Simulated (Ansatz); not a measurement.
## CuNi3: single point with PBEsol

The system is CuNi3.

```
CELL_PARAMETERS angstrom
1.39521 -1.98715 0.00000
1.39521 1.98715 0.00000
0.00000 0.00000 7.93489
ATOMIC_POSITIONS crystal
Cu 0.99232 0.99735 0.00088
Ni 0.50930 0.52186 0.25185
Ni 0.02916 0.01053 0.49389
Ni 0.48259 0.50167 0.74466
```

The cell comes from a database or a generator and needn't be the stable form of this composition.

The cell isn't the ideal one: atoms moved at random, drawn with an rms of 0.05 Å.

```yaml
Program: Ansatz 0.2.0
Task: single point
Functional: PBEsol
Potentials_or_basis: all-electron LAPW, scalar-relativistic
Cutoff: 349 eV (chosen from the basis error)
Basis_error_allowed: 0.001 eV/atom
k_mesh: 12 × 12 × 4
Occupations: fermi-dirac, width 0.05 eV
Spin: collinear spin, ferromagnetic start
Starting_moments: "[0.6, 1.0, 1.0, 1.0] μB"
```

| Quantity | Value |
| --- | --- |
| Pressure | -6.1 GPa |
| Largest force | 0.376 eV/Å |
| Band gap on the k mesh | none (metal or under the smearing width) |
| Net moment | 1.32 μB per cell |
| Absolute moment | 1.49 μB per cell |
| Site moments | Cu +0.02; Ni +0.41, +0.54, +0.42 μB |

Forces on the atoms (eV/Å):
```
Cu   0.116  0.001 -0.218
Ni  -0.093  0.021  0.037
Ni  -0.185 -0.046  0.323
Ni   0.162  0.024 -0.142
```

Stress tensor (GPa, compression positive):
```
-6.97  0.04 -0.08
 0.04 -6.18  0.00
-0.08  0.00 -5.17
```

Levels at points of the mesh, in eV from the Fermi level:
Spin up:
```tsv
k point	band 35	band 36	band 37	band 38	band 39	band 40
(0.00, 0.00, 0.00)	-0.84	-0.81	-0.67	-0.61	-0.10	-0.01
(0.00, 0.00, -0.50)	-0.89	-0.80	-0.68	-0.67	-0.61	-0.29
(0.00, -0.50, 0.00)	-0.32	-0.09	-0.01	0.11	1.37	1.77
(0.00, -0.50, -0.50)	-0.49	-0.45	0.67	1.18	1.33	1.43
(-0.50, 0.00, 0.00)	-0.32	-0.10	-0.04	0.15	1.37	1.79
(-0.50, 0.00, -0.50)	-0.49	-0.45	0.68	1.16	1.26	1.53
(-0.50, -0.50, 0.00)	-0.01	0.00	0.05	4.35	4.45	5.73
(-0.50, -0.50, -0.50)	0.00	0.04	1.71	1.84	5.72	6.38
```
Spin down:
```tsv
k point	band 32	band 33	band 34	band 35	band 36	band 37	band 38	band 39	band 40	band 41
(0.00, 0.00, 0.00)	-0.62	-0.58	-0.52	-0.44	-0.36	-0.29	-0.23	-0.02	0.47	6.21
(0.00, 0.00, -0.50)	-1.24	-0.58	-0.53	-0.46	-0.36	-0.28	-0.25	-0.23	0.32	8.98
(0.00, -0.50, 0.00)	-0.34	-0.26	-0.12	-0.08	0.08	0.13	0.52	1.69	2.10	6.09
(0.00, -0.50, -0.50)	-0.44	-0.33	-0.08	-0.04	0.00	0.68	1.52	1.70	1.73	6.87
(-0.50, 0.00, 0.00)	-0.35	-0.26	-0.12	-0.08	0.09	0.13	0.53	1.69	2.12	6.08
(-0.50, 0.00, -0.50)	-0.43	-0.34	-0.08	-0.04	0.00	0.69	1.51	1.60	1.85	6.85
(-0.50, -0.50, 0.00)	-0.15	0.19	0.25	0.44	0.54	0.62	4.45	4.53	5.84	6.94
(-0.50, -0.50, -0.50)	-0.12	0.00	0.44	0.54	0.62	1.79	1.96	5.83	6.63	7.21
```

It took 7.5 min on 4 threads of Arm Neoverse V2, on a shared host, peak memory 3 GiB.
